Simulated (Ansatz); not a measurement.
This script drives the Ansatz DFT code, driven from Python.

`xc_k3ag.py`:
```python
import csv

import ansatz as az

OCCUPATIONS = "fermi_dirac"
WIDTH_EV = 0.1

cell = (
    az.Lattice.cubic(5.777752)
    .space_group(221)
    .atom("K", [0.5, 0.0, 0.0])
    .atom("Ag", [0.5, 0.5, 0.5])
)

base = cell.calculation()
base = base.kpoints(5)
base = base.occupations(OCCUPATIONS, width=WIDTH_EV).pseudopotentials("paw")
base = base.basis(45 * az.Ry)
base = base.stress()

rows = []
for value in ["r2scan", "pbesol", "blyp"]:
    report = base.functional(value).run(threads=1, pin="off").report
    rows.append((value, report["free_energy_ev"] / len(report["lattice"]["sites"]), report["n_iterations"], sum(report["stress_gpa"][i][i] for i in range(3)) / 3, report["n_kpoints"]))

with open("xc.csv", "w", newline="") as handle:
    writer = csv.writer(handle)
    writer.writerow(["functional", "F/atom (eV)", "iterations", "P (GPa)", "k-points"])
    writer.writerows([round(v, 5) if isinstance(v, float) else v for v in row] for row in rows)
print(open("xc.csv").read())
```

It is started by `python xc_k3ag.py`. Estimate its wall time and peak memory on 1 thread of Arm Neoverse V1 (shared host).

It took about 22 s, with a peak of 0.98 GiB, for 3 runs of the engine.

Output of `python xc_k3ag.py`:
```text
functional,F/atom (eV),iterations,P (GPa),k-points
r2scan,-3057.68858,9,-0.1401,10
pbesol,-3017.40478,7,-0.43253,10
blyp,-3059.10341,8,0.27295,10
```

From lowest to highest: PBEsol (-0.4 GPa), r2SCAN (-0.1 GPa) and BLYP (0.3 GPa). At a fixed cell a lower pressure usually means a smaller equilibrium volume, so PBEsol prefers the smallest cell and BLYP the largest.

Notes:
- BLYP can be off by several per cent in the lattices of metals, and by several GPa in the pressure at a fixed cell.
- The mesh is modest for a metal, so energies can be off by several to tens of meV an atom and pressures by half a GPa or more; differences at equal mesh fare better.
- Pressure is positive in compression.
- The structure comes from a database of computed cells and needn't be a stable or known phase.
- Total energies of different functionals can't be compared; pressures, moments and gaps at this one structure can.
